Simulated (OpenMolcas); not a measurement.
# Ta²⁺ among point charges: CASSCF levels and susceptibility

Aim: the splitting of the states of Ta²⁺ in the field of 6 point charges, its lowest levels with spin-orbit coupling and its magnetic susceptibility.

Method: state-averaged CASSCF, spin-orbit coupling by RASSI with atomic mean-field integrals. Code: OpenMolcas 26.06.

1 further run of the same task is left out (it didn't finish).

## Step 1: Starting point

- Species: Ta²⁺ (tantalum, Z = 73, 71 electrons)
- Basis: ANO-RCC-VTZP [8s7p5d3f2g1h], 104 functions
- Scalar Hamiltonian: DKH2, point nucleus
- Inactive shells: 1s 2s 2p 3s 3p 3d 4s 4p 4d 4f 5s 5p
- Active space: 3 electrons in 5 orbitals (5d)
- Some configurations of this space: 5d³
- Orbitals: optimised for each spin and parity, averaged over all roots

The outer shells:

5d3
```
5d [↑ ][↑ ][↑ ][  ][  ]
```

The ion sits among 6 point charges of -1.7 e arranged as a tetragonal octahedron (D4h), 1.98 Å from the ion, with the axial distance 1.960 Å. The active orbitals were held to one l.

The work runs as a chain of OpenMolcas steps in one folder; each step below is one input file. Labels, J, g values, rates, χT and fits are worked out afterwards by a script from the matrices that RASSI stores. The input lists half of the charges; inversion (Group=XYZ) makes the rest.

## Step 2: GATEWAY and SEWARD: basis and integrals

The input, a.inp:

```
&GATEWAY
Coord
1

Ta 0.0 0.0 0.0
Basis=ANO-RCC-VTZP
Group=XYZ
NoMove
AngMom=0.0 0.0 0.0
AMFI
XField
3 Angstrom 0
1.980000 0.000000 0.000000 -1.700000
0.000000 1.980000 0.000000 -1.700000
0.000000 0.000000 1.960200 -1.700000
&SEWARD
```

Command:

```bash
OMP_NUM_THREADS=1 MOLCAS_MEM=1689 MOLCAS_PROJECT=a pymolcas a.inp > a.log
```

What it wrote:

```text
Basis set label: TA.ANO-RCC...8S7P5D3F2G1H.

      Electronic valence basis set:
      ------------------
      Associated Effective Charge  73.000000 au
      Associated Actual Charge     73.000000 au
      Nuclear Model: Point charge

      Shell  nPrim  nBasis  Cartesian Spherical Contaminant
         s      24       8        X
         p      21       7        X
         d      15       5                 X
         f      11       3                 X
         g       4       2                 X
         h       2       1                 X
                  Relativistic Douglas-Kroll-Hess integrals:
                    - DKH order of Hamiltonian: 2
                    - DKH order of Properties : 0
                  Atomic mean-field integrals
```

## Step 3: Reference wave functions, quartets of even parity, 10 roots

The input, a.inp:

```
&RASSCF
FileOrb=start.orb
Symmetry=1
Spin=4
nActEl=3 0 0
Inactive=15 19
Ras2=5 0
CIRoot=10 10 1
SDav=10
CIMx=300
Iter=120 100
PrWF=0.3
OrbListing=Nothing
MaxOrb=0
SupSym
1
25 4 5 6 7 8 10 11 12 13 14 16 17 18 19 20 24 25 26 27 28 29 30 31 32
33
0
>>> COPY $Project.JobIph JOB001
```

Command:

```bash
OMP_NUM_THREADS=1 MOLCAS_MEM=1689 MOLCAS_PROJECT=a pymolcas a.inp > a.log
```

start.orb holds the contracted functions of the basis, ordered by shell, or the orbitals of the step before.

What it wrote, cut to the lines that bear on the results:

```text
[...]
      Number of active orbitals                  5
[...]
      Spin quantum number                      1.5
[...]
      Active orbitals                            5   0
[...]
      Number of CSFs                            10
      Number of root(s) required                10
[...]
      Convergence after 11 iterations
[...]
      Natural orbitals and occupation numbers for root  1
      sym 1:   1.000000   1.000000   0.000000   1.000000  -0.000000
      Natural orbitals and occupation numbers for root  2
      sym 1:   1.000000   0.000000   0.000000   1.000000   1.000000
      Natural orbitals and occupation numbers for root  3
      sym 1:   0.011471   1.000000   0.988529   0.988529   0.011471
::    RASSCF root number  1 Total energy: -15594.89873258
::    RASSCF root number  2 Total energy: -15594.79174286
::    RASSCF root number  3 Total energy: -15594.78987291
[...]
::    RASSCF root number  7 Total energy: -15594.76154600
::    RASSCF root number  8 Total energy: -15594.64023680
::    RASSCF root number  9 Total energy: -15594.63912051
::    RASSCF root number 10 Total energy: -15594.63912051
```

## Step 4: CASSCF: doublets of even parity, 40 roots

The input, a.inp:

```
&RASSCF
FileOrb=start.orb
Symmetry=1
Spin=2
nActEl=3 0 0
Inactive=15 19
Ras2=5 0
CIRoot=40 40 1
SDav=40
CIMx=300
Iter=120 100
PrWF=0.3
OrbListing=Nothing
MaxOrb=0
SupSym
1
25 4 5 6 7 8 10 11 12 13 14 16 17 18 19 20 24 25 26 27 28 29 30 31 32
33
0
>>> COPY $Project.JobIph JOB002
```

Command:

```bash
OMP_NUM_THREADS=1 MOLCAS_MEM=1689 MOLCAS_PROJECT=a pymolcas a.inp > a.log
```

What it wrote, cut to the lines that bear on the results:

```text
[...]
      Number of active orbitals                  5
[...]
      Spin quantum number                      0.5
[...]
      Active orbitals                            5   0
[...]
      Number of CSFs                            40
      Number of root(s) required                40
[...]
      Convergence after 10 iterations
[...]
      Natural orbitals and occupation numbers for root  1
      sym 1:   0.992764   1.002777   0.001200   0.010495   0.992764
      Natural orbitals and occupation numbers for root  2
      sym 1:   0.990390   0.999298   0.009694   0.001321   0.999298
      Natural orbitals and occupation numbers for root  3
      sym 1:   0.998135   1.145878   0.001763   0.001874   0.852349
::    RASSCF root number  1 Total energy: -15594.86057428
::    RASSCF root number  2 Total energy: -15594.86055235
::    RASSCF root number  3 Total energy: -15594.85941600
[...]
::    RASSCF root number 27 Total energy: -15594.60712478
::    RASSCF root number 28 Total energy: -15594.60604225
::    RASSCF root number 29 Total energy: -15594.60604225
::    RASSCF root number 30 Total energy: -15594.58629025
```

## Step 5: State interaction with spin-orbit coupling

The input, a.inp:

```
&RASSI
NrOfJobIphs=2 10 40
1 2 3 4 5 6 7 8 9 10
1 2 3 4 5 6 7 8 9 10 11 12 13 14 15 16 17 18 19 20 21 22 23 24 25 26 27
28 29 30 31 32 33 34 35 36 37 38 39 40
IphNames
JOB001
JOB002
EJob
SpinOrbit
DIPRint=1.0
SOCoupling=1000.0
Subsets=2
Property=9
'ANGMOM' 1 'ANGMOM' 2 'ANGMOM' 3 'MLTPL  1' 1 'MLTPL  1' 2 'MLTPL  1' 3
'AMFI' 1 'AMFI' 2 'AMFI' 3
SOProperty=3
'ANGMOM' 1 'ANGMOM' 2 'ANGMOM' 3
```

What it wrote, cut to the lines that bear on the results:

```text
SPIN-FREE ENERGIES:
  (Shifted by EMIN (a.u.) =     -15594.8987325775)
 SF State       Relative EMIN(au)   Rel lowest level(eV)    D:o, cm**(-1)      L_eff
     1             0.0000000000        0.0000000000              0.0000         2.6
    11             0.0381582975        1.0383401720           8374.7783         3.5
    12             0.0381802316        1.0389370290           8379.5923         3.5
    13             0.0393165728        1.0698584488           8628.9903         3.5
    14             0.0393165728        1.0698584488           8628.9903         3.5
    15             0.0394098347        1.0723962333           8649.4589         3.5
    16             0.0610802879        1.6620793064          13405.5737         3.1
    17             0.0611899133        1.6650623655          13429.6337         3.1
    18             0.0611899133        1.6650623655          13429.6337         3.1
     2             0.1069897167        2.9113385053          23481.5286         2.6
[...]
Eigenvalues of complex Hamiltonian:
   -----------------------------------
  (Shifted by EMIN (a.u.) =     -15594.8987325775)
 SO State       Relative EMIN(au)   Rel lowest level(eV)    D:o, cm**(-1)     J-value
     1            -0.0022481223        0.0000000000              0.0000         2.2
     2            -0.0022481223        0.0000000000              0.0000         2.2
     3            -0.0022320420        0.0004375671              3.5292         2.4
     4            -0.0022320420        0.0004375671              3.5292         2.4
     5             0.0345178897        1.0004541531           8069.2069         2.6
     6             0.0345178897        1.0004541531           8069.2069         2.6
     7             0.0350112612        1.0138794770           8177.4895         3.2
     8             0.0350112612        1.0138794770           8177.4895         3.2
     9             0.0360155475        1.0412074978           8397.9048         2.6
    10             0.0360155475        1.0412074978           8397.9048         2.6
    11             0.0363165969        1.0493994714           8463.9775         2.9
[...]
```

Time for these steps: 14 s (1 thread of Arm Neoverse V1, shared host).

Spin-free states, with their symmetry labels:

```csv
state,degeneracy,E (cm-1),free-ion L (%)
4B1,1,0,F (100)
2B1,1,8375,G (49)
2A1,1,8380,G (49)
2E,2,8629,H (41)
2A2,1,8649,H (41)
2B2,1,13406,D (51)
2E,2,13430,D (51)
4B2,1,23482,F (100)
4E,2,23892,F (99)
4E,2,29064,P (69)
4A2,1,30109,P (69)
2A1,1,30478,G (99)
2A2,1,32267,H (52)
doublet,2,32429,H (56)
2B2,1,32683,G (51)
2A1,1,33112,H (50)
doublet,2,33118,G (46)
2B1,1,33191,H (50)
doublet,2,36524,F (45)
2A2,1,37453,F (44)
2E,2,38555,F (60)
2B2,1,39430,F (62)
2B1,1,40263,F (99)
2B1,1,45707,D (87)
```

With spin-orbit coupling:

| E (cm-1) | Degeneracy | Label | 2S+1 | g |
| --- | --- | --- | --- | --- |
| 0.0 | 2 | E1/2 | 4 | 0.02 0.02 5.39 |
| 3.5 | 2 | E3/2 | 4 | 1.77 3.61 3.61 |
| 8069 | 2 | E1/2 | 2 | 0.84 0.84 3.95 |
| 8177 | 2 | E3/2 | 2 | 1.32 2.86 2.86 |
| 8398 | 2 | E1/2 | 2 | 1.42 1.42 2.10 |
| 8464 | 2 | E3/2 | 2 | 1.59 1.59 3.19 |
| 8881 | 2 | E1/2 | 2 | 0.18 0.18 0.92 |
| 13807 | 2 | E3/2 | 2 | 0.77 0.77 2.84 |
| 13958 | 2 | E3/2 | 2 | 0.24 2.64 2.64 |
| 14021 | 2 | E1/2 | 2 | 0.28 0.28 0.40 |
| 23546 | 2 | E3/2 | 4 | 2.24 2.94 2.94 |
| 23851 | 2 | E1/2 | 4 | 0.07 0.07 5.63 |
| 24212 | 2 | E3/2 | 4 | 2.62 2.62 3.05 |
| 24393 | 2 | E1/2 | 4 | 1.64 1.64 5.08 |
| 24459 | 2 | E3/2 | 4 | 0.31 2.80 2.80 |
| 24546 | 2 | E1/2 | 4 | 2.02 2.02 2.50 |
| 29017 | 2 | E1/2 | 4 | 2.84 2.84 3.06 |
| 29546 | 2 | E1/2 | 4 | 0.87 3.21 3.21 |
| 29586 | 2 | E3/2 | 4 | 0.67 0.67 2.44 |
| 29697 | 2 | E3/2 | 4 | 1.08 1.08 6.34 |
| 30612 | 2 | E1/2 | 4 | 2.33 4.04 4.04 |
| 30629 | 2 | E3/2 | 4 | 0.01 0.01 5.54 |
| 31338 | 2 | E1/2 | 2 | 2.79 2.79 2.89 |
| 32370 | 2 | E1/2 | 2 | 0.04 1.37 1.37 |

The table of states holds 24 of 37 computed; the rest, higher up, is left out. Principal g values are given for doublets only; a zero marks a field direction without first-order Zeeman splitting.

Powder χT (cm³ K/mol): 1.31 at 2 K, 1.47 at 5 K, 1.50 at 10 K, 1.51 at 20 K, 1.52 at 50 K, 1.52 at 100 K, 1.52 at 150 K, 1.53 at 200 K, 1.53 at 250 K, 1.53 at 300 K.

Orbitals of the lowest block (energies include the constant potential of the surroundings):

```csv
shell,space,energy (hartree),mean occupation,⟨r²⟩ (bohr²)
1s,inactive,-2483.8633,2.000,0.000446
2s,inactive,-430.4824,2.000,0.00729
2p,inactive,-378.3883,6.000,0.00601
3s,inactive,-99.3218,2.000,0.0477
3p,inactive,-83.4390,6.000,0.0483
3d,inactive,-64.1774,10.000,0.0404
4s,inactive,-19.8150,2.000,0.238
4p,inactive,-14.4808,6.000,0.270
4d,inactive,-7.3824,10.000,0.318
4f,inactive,0.5115,14.000,0.491
5s,inactive,-1.1854,2.000,1.40
5p,inactive,0.2384,6.000,1.88
5d,RAS2,,3.000,7.63
```

## Step 6: Outcome

| quantity | value |
| --- | --- |
| method | CASSCF |
| spin-free ground state | 4B1, 1-fold in its orbital part |
| first state of the same spin within the active space | 4B2 at 23500 cm⁻¹ |
| lowest level | 2-fold E1/2, g = 0.02, 0.02, 5.39 |
| next level | 3.5 cm⁻¹ |
| χT at 300 K | 1.53 cm³ K/mol |
| effective moment at 300 K | 3.50 μB |

**Reading.** The spin-free ground state (4B1) comes to 100 % from free-ion F terms and keeps the highest spin of the shell. χT at 300 K is 1.53, against 1.88 cm³ K/mol for the spin alone, so spin-orbit coupling lowers it. The field of point charges can differ much from that of real complexes. This is an electrostatic model: the charges have no orbitals.
